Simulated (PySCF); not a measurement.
# How the numerical set-up moves the result for SeH

The method stays; parts of the set-up, such as the basis or the Hamiltonian, are changed.

Computed with PySCF 2.14.0. Level: method and basis as typed in the scripts.

5 further runs of the same task are left out: 5 that didn't finish.

**1. The system as given**

SeH: 2 atoms, charge 0, spin multiplicity 2.

Bond lengths: H1–Se2 1.363 Å.

**2. The base run**

Contents of input.py:

```python
from pyscf import gto, dft

mol = gto.M(
    atom='H 0 0 0; Se 0 0 1.363',
    basis='sbkjc',
    ecp={'Se': 'sbkjc'},
    charge=0,
    spin=1,
    verbose=4,
)
mf = dft.UKS(mol, xc='hcth407')
mf = mf.newton()
mf.kernel()
mf.dip_moment()
print('orbital energies (hartree):', [e[max(0, n-3):n+3].round(4) for e, n in zip(mf.mo_energy, mol.nelec)])
```

Started as:

```sh
OMP_NUM_THREADS=1 python input.py
```

The log of this run is left out.

Base result: E(SCF) = -9.967903 Eh, 3 macro-iterations, ⟨S²⟩ = 0.751, μ = 1.51 D.

The bond length is a typed value, not an optimised one.

**3. Cc-pvtz (core potential off)**

Run 1 changes basis set: sbkjc → cc-pvtz; core potential: on → off. The core potential changes with it: totals don't compare.

Contents of input.py:

```python
from pyscf import gto, dft

mol = gto.M(
    atom='H 0 0 0; Se 0 0 1.363',
    basis='cc-pvtz',
    charge=0,
    spin=1,
    verbose=4,
)
mf = dft.UKS(mol, xc='hcth407')
mf = mf.newton()
mf.kernel()
mf.dip_moment()
print('orbital energies (hartree):', [e[max(0, n-3):n+3].round(4) for e, n in zip(mf.mo_energy, mol.nelec)])
```

Started as:

```sh
OMP_NUM_THREADS=1 python input.py
```

**4. Def2-tzvp (core potential off)**

Run 2 changes basis set: sbkjc → def2-tzvp; core potential: on → off. The core potential changes with it: totals don't compare.

input.py: that of step 2 with these lines changed.

```diff
@@ -4,4 +4,3 @@
     atom='H 0 0 0; Se 0 0 1.363',
-    basis='sbkjc',
-    ecp={'Se': 'sbkjc'},
+    basis='def2-tzvp',
     charge=0,
```

Before running it: what results should come out? Wanted: for each run, E(SCF); from base; gap, α spin; SCF dipole.

As calculated:

| run | E(SCF) (hartree) | from base (eV) | cycles | gap, α spin (eV) | SCF dipole (D) | functions |
| --- | --- | --- | --- | --- | --- | --- |
| base | -9.967903 | 0 | 3 macro | 7.45 | 1.51 | 10 |
| cc-pvtz (core potential off) | -2403.463293 | not comparable | 2 macro | 6.07 | 0.62 | 57 |
| def2-tzvp (core potential off) | -2403.420525 | not comparable | 2 macro | 6.09 | 0.61 | 54 |

Total energies from different bases, Hamiltonians or methods carry different errors, so properties are taken as differences within one set-up.
